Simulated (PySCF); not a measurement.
# [CeCl4]−: forces at shaken geometries

How stiff is [CeCl4]−? Its atoms are displaced at random by several amounts. The species was built from a template and needn't be a known compound.

Program: PySCF 2.14.0. Level of theory: PBE, Ce lcecp-1-SVP with ECP47, Cl def2-SVP; scalar-relativistic core potentials, no spin–orbit coupling. These are calculated values, not measurements.

4 further runs of the same task are left out: 2 for a known fault of the program, 2 that didn't finish. Runs told in other sessions of the task aren't counted.

## Step 1: Where the work starts

5 atoms, charge -1, spin multiplicity 1.

Bond lengths: Ce1–Cl2 2.657 Å, Ce1–Cl3 2.657 Å, Ce1–Cl4 2.657 Å, Ce1–Cl5 2.657 Å. Angles: Cl2–Ce1–Cl3 109.5°, Cl2–Ce1–Cl4 109.5°, Cl2–Ce1–Cl5 109.5°, Cl3–Ce1–Cl4 109.5°, Cl3–Ce1–Cl5 109.5°, Cl4–Ce1–Cl5 109.5°.

Geometry (Å):

```
Ce    0.00000    0.00000    0.00000
Cl    1.53415    1.53415    1.53415
Cl   -1.53415   -1.53415    1.53415
Cl    1.53415   -1.53415   -1.53415
Cl   -1.53415    1.53415   -1.53415
```

Formal oxidation states: Ce +3. Each metal's 1 4f electrons lie in its core potential, so multiplicities, spins and levels count the valence alone. An earlier session relaxed this geometry at PBE, Ce lcecp-1-SVP with ECP47, Cl def2-SVP (singlet, point group Td).

Its energy there is -1872.176795 Eh.

## Step 2: Atoms moved at random, σ = 0.1 Å

run.py (the lines that set the calculation) reads:

```python
mol = gto.M(atom='''
Ce     0.20805    -0.07965    -0.12015
Cl     1.40763     1.58607     1.53340
Cl    -1.49855    -1.50905     1.59194
Cl     1.57353    -1.56161    -1.43296
Cl    -1.69065     1.56423    -1.57224''',
    basis={'Ce': 'lcecp-1-SVP', 'Cl': 'def2-SVP'},
    ecp={'Ce': 'lcecp-1-SVP'},
    charge=-1, spin=0)
mf = dft.RKS(mol, xc='PBE')
mf.grids.atom_grid = (50, 194)  # f atoms: unpruned, at least (60, 302)
mf = mf.density_fit()  # fitting sets: Ce AutoAux, Cl def2-universal-JKFIT
mf.conv_tol = 1e-08; mf.max_cycle = 55
mf.kernel(dm0)  # dm0: the density of the relaxed state
```

On the command line:

```console
$ OMP_NUM_THREADS=2 python run.py
```

Output:

```text
init E= -1872.15318098408
  HOMO = -0.132803835178487  LUMO = 0.0580828966961205  gap/eV = 5.19429
cycle= 1 E= -1872.13729084827  delta_E= 0.0159  |g|= 0.173  |ddm|= 0.678
  HOMO = -0.054395647736082  LUMO = 0.0784722774480286  gap/eV = 3.61552
cycle= 2 E= -1872.12301236861  delta_E= 0.0143  |g|= 0.278  |ddm|= 0.689
  HOMO = -0.0896207830382958  LUMO = 0.0802555447048907  gap/eV = 4.62257
cycle= 3 E= -1872.14908359301  delta_E= -0.0261  |g|= 0.0274  |ddm|= 0.396
  HOMO = -0.0887614292620016  LUMO = 0.0789913004117686  gap/eV = 4.56478
cycle= 4 E= -1872.14925299459  delta_E= -0.000169  |g|= 0.0166  |ddm|= 0.0607
  HOMO = -0.0906502734529359  LUMO = 0.0794173294838954  gap/eV = 4.62778
cycle= 5 E= -1872.14934797953  delta_E= -9.5e-05  |g|= 0.00341  |ddm|= 0.0271
  HOMO = -0.0907595683595146  LUMO = 0.0793845279688369  gap/eV = 4.62986
cycle= 6 E= -1872.14935133005  delta_E= -3.35e-06  |g|= 0.00101  |ddm|= 0.00558
  HOMO = -0.0907137227466923  LUMO = 0.0794209775834396  gap/eV = 4.62960
cycle= 7 E= -1872.14935164637  delta_E= -3.16e-07  |g|= 0.000273  |ddm|= 0.00176
  HOMO = -0.0907187120930582  LUMO = 0.0794151131076905  gap/eV = 4.62958
cycle= 8 E= -1872.14935167323  delta_E= -2.69e-08  |g|= 4.73e-05  |ddm|= 0.000434
  HOMO = -0.0907163606675677  LUMO = 0.0794144552892528  gap/eV = 4.62950
cycle= 9 E= -1872.14935167387  delta_E= -6.39e-10  |g|= 7.66e-06  |ddm|= 5.78e-05
  HOMO = -0.0907157878699673  LUMO = 0.0794147590063821  gap/eV = 4.62949
Extra cycle  E= -1872.14935167386  delta_E= 1.32e-11  |g|= 1.01e-05  |ddm|= 2.32e-05
converged SCF energy = -1872.14935167386
```

It took 5.1 s on 2 threads of Arm Neoverse V1, shared host.

It gives: E = -1872.149352 Eh (+0.747 eV from the relaxed state), HOMO -2.47 eV, LUMO 2.16 eV, Mulliken charge on Ce1 +0.58 e, largest force component 3.991 eV/Å. 

```
atom      Fx      Fy  Fz (eV/Å)
 Ce1  -3.991   2.482      2.071
 Cl2   0.272   0.035      0.004
 Cl3   0.698   0.373     -0.657
 Cl4   2.070  -2.117     -1.917
 Cl5   0.952  -0.773      0.498
```

## Step 3: Atoms moved at random, σ = 0.03 Å

run.py (the lines that set the calculation) reads:

```python
mol = gto.M(atom='''
Ce    -0.01494    -0.00484     0.00319
Cl     1.53289     1.53861     1.52408
Cl    -1.57024    -1.54456     1.55141
Cl     1.54672    -1.53634    -1.53397
Cl    -1.49443     1.54713    -1.54471''',
    basis={'Ce': 'lcecp-1-SVP', 'Cl': 'def2-SVP'},
    ecp={'Ce': 'lcecp-1-SVP'},
    charge=-1, spin=0)
mf = dft.RKS(mol, xc='PBE')
mf.grids.atom_grid = (50, 194)  # f atoms: unpruned, at least (60, 302)
mf = mf.density_fit()  # fitting sets: Ce AutoAux, Cl def2-universal-JKFIT
mf.conv_tol = 1e-08; mf.max_cycle = 55
mf.kernel(dm0)  # dm0: the density of the relaxed state
```

On the command line:

```console
$ OMP_NUM_THREADS=2 python run.py
```

Output:

```text
init E= -1872.17267668486
  HOMO = -0.115827070875101  LUMO = 0.0919081779971125  gap/eV = 5.65276
cycle= 1 E= -1872.17651977837  delta_E= -0.00384  |g|= 0.0156  |ddm|= 0.0718
  HOMO = -0.11118259016632  LUMO = 0.0936335670417944  gap/eV = 5.57333
cycle= 2 E= -1872.17640957835  delta_E= 0.00011  |g|= 0.0246  |ddm|= 0.0593
  HOMO = -0.113371133253758  LUMO = 0.0936189736522982  gap/eV = 5.63249
cycle= 3 E= -1872.17661145835  delta_E= -0.000202  |g|= 0.00221  |ddm|= 0.0349
  HOMO = -0.113406213095569  LUMO = 0.0935598835152103  gap/eV = 5.63183
cycle= 4 E= -1872.17661264584  delta_E= -1.19e-06  |g|= 0.000701  |ddm|= 0.0031
  HOMO = -0.113454891279919  LUMO = 0.0935684875742362  gap/eV = 5.63339
cycle= 5 E= -1872.17661280349  delta_E= -1.58e-07  |g|= 0.00027  |ddm|= 0.00127
  HOMO = -0.113459865952003  LUMO = 0.0935644289610821  gap/eV = 5.63342
cycle= 6 E= -1872.17661282899  delta_E= -2.55e-08  |g|= 2.95e-05  |ddm|= 0.000418
  HOMO = -0.113460304977813  LUMO = 0.0935644380633123  gap/eV = 5.63343
cycle= 7 E= -1872.17661282925  delta_E= -2.62e-10  |g|= 5.02e-06  |ddm|= 3.5e-05
  HOMO = -0.113460688682745  LUMO = 0.0935640972972596  gap/eV = 5.63343
Extra cycle  E= -1872.17661282924  delta_E= 6.82e-12  |g|= 5.67e-06  |ddm|= 1.28e-05
converged SCF energy = -1872.17661282924
```

Run time: 4.7 s. Hardware: 2 threads of Arm Neoverse V1, shared host.

It gives: E = -1872.176613 Eh (+0.005 eV from the relaxed state), HOMO -3.09 eV, LUMO 2.55 eV, Mulliken charge on Ce1 +0.61 e, largest force component 0.188 eV/Å. 

```
atom      Fx      Fy  Fz (eV/Å)
 Ce1   0.103  -0.188      0.104
 Cl2  -0.047  -0.042     -0.029
 Cl3   0.104   0.112     -0.113
 Cl4  -0.095   0.076      0.085
 Cl5  -0.065   0.042     -0.046
```

## Step 4: Atoms moved at random, σ = 0.1 Å

run.py (the lines that set the calculation) reads:

```python
mol = gto.M(atom='''
Ce     0.11169    -0.10978    -0.05323
Cl     1.60817     1.63082     1.39360
Cl    -1.61556    -1.39016     1.64027
Cl     1.54950    -1.63350    -1.46404
Cl    -1.65379     1.50261    -1.51660''',
    basis={'Ce': 'lcecp-1-SVP', 'Cl': 'def2-SVP'},
    ecp={'Ce': 'lcecp-1-SVP'},
    charge=-1, spin=0)
mf = dft.RKS(mol, xc='PBE')
mf.grids.atom_grid = (50, 194)  # f atoms: unpruned, at least (60, 302)
mf = mf.density_fit()  # fitting sets: Ce AutoAux, Cl def2-universal-JKFIT
mf.conv_tol = 1e-08; mf.max_cycle = 55
mf.kernel(dm0)  # dm0: the density of the relaxed state
```

On the command line:

```console
$ OMP_NUM_THREADS=2 python run.py
```

Output:

```text
init E= -1872.15014401018
  HOMO = -0.13028894243478  LUMO = 0.0664652141588162  gap/eV = 5.35395
cycle= 1 E= -1872.16347464941  delta_E= -0.0133  |g|= 0.0988  |ddm|= 0.456
  HOMO = -0.0834114039690129  LUMO = 0.0841018116319964  gap/eV = 4.55827
cycle= 2 E= -1872.15918460269  delta_E= 0.00429  |g|= 0.156  |ddm|= 0.382
  HOMO = -0.100642221628577  LUMO = 0.0836138476883359  gap/eV = 5.01386
cycle= 3 E= -1872.16733199802  delta_E= -0.00815  |g|= 0.0141  |ddm|= 0.22
  HOMO = -0.10077990470668  LUMO = 0.0825629370009102  gap/eV = 4.98901
cycle= 4 E= -1872.16737681061  delta_E= -4.48e-05  |g|= 0.00714  |ddm|= 0.0258
  HOMO = -0.101496975423374  LUMO = 0.0828483058776379  gap/eV = 5.01629
cycle= 5 E= -1872.16739438089  delta_E= -1.76e-05  |g|= 0.00197  |ddm|= 0.0123
  HOMO = -0.101562914787418  LUMO = 0.0827996654637548  gap/eV = 5.01676
cycle= 6 E= -1872.16739568527  delta_E= -1.3e-06  |g|= 0.000335  |ddm|= 0.00309
  HOMO = -0.101542386348786  LUMO = 0.0828086490134947  gap/eV = 5.01645
cycle= 7 E= -1872.16739571675  delta_E= -3.15e-08  |g|= 0.000127  |ddm|= 0.000595
  HOMO = -0.101549313108616  LUMO = 0.0828053476412287  gap/eV = 5.01655
cycle= 8 E= -1872.16739572226  delta_E= -5.51e-09  |g|= 2.48e-05  |ddm|= 0.000206
  HOMO = -0.101545666613769  LUMO = 0.082805911977574  gap/eV = 5.01646
Extra cycle  E= -1872.16739572215  delta_E= 1.17e-10  |g|= 3.06e-05  |ddm|= 6.61e-05
converged SCF energy = -1872.16739572215
```

Run time: 4.9 s. Hardware: 2 threads of Arm Neoverse V1, shared host.

Read off: E = -1872.167396 Eh (+0.256 eV from the relaxed state), HOMO -2.76 eV, LUMO 2.25 eV, Mulliken charge on Ce1 +0.62 e, largest force component 1.800 eV/Å. 

```
atom      Fx      Fy  Fz (eV/Å)
 Ce1  -1.800   1.682      1.058
 Cl2  -0.189  -0.386     -0.273
 Cl3   0.494   0.181     -0.392
 Cl4   0.797  -0.868     -0.787
 Cl5   0.698  -0.608      0.395
```

## Step 5: Results

| σ (Å) | energy rise (eV) | harmonic estimate −½ F·u (eV) | largest force component (eV/Å) |
| --- | --- | --- | --- |
| 0.1 | 0.747 | 0.779 | 3.99 |
| 0.03 | 0.005 | 0.005 | 0.19 |
| 0.1 | 0.256 | 0.262 | 1.80 |

Every displacement raises the energy. For a harmonic well the rise equals −½ F·u; the two differ by at most 4 % here (a move with σ = 0.1 Å), from anharmonicity, the grid and the small forces left at the relaxed point. These are double-zeta-type bases without diffuse functions. Spin–orbit coupling is left out. The core potential fixes the 4f count, so no charge can pass from the ligands into that shell.
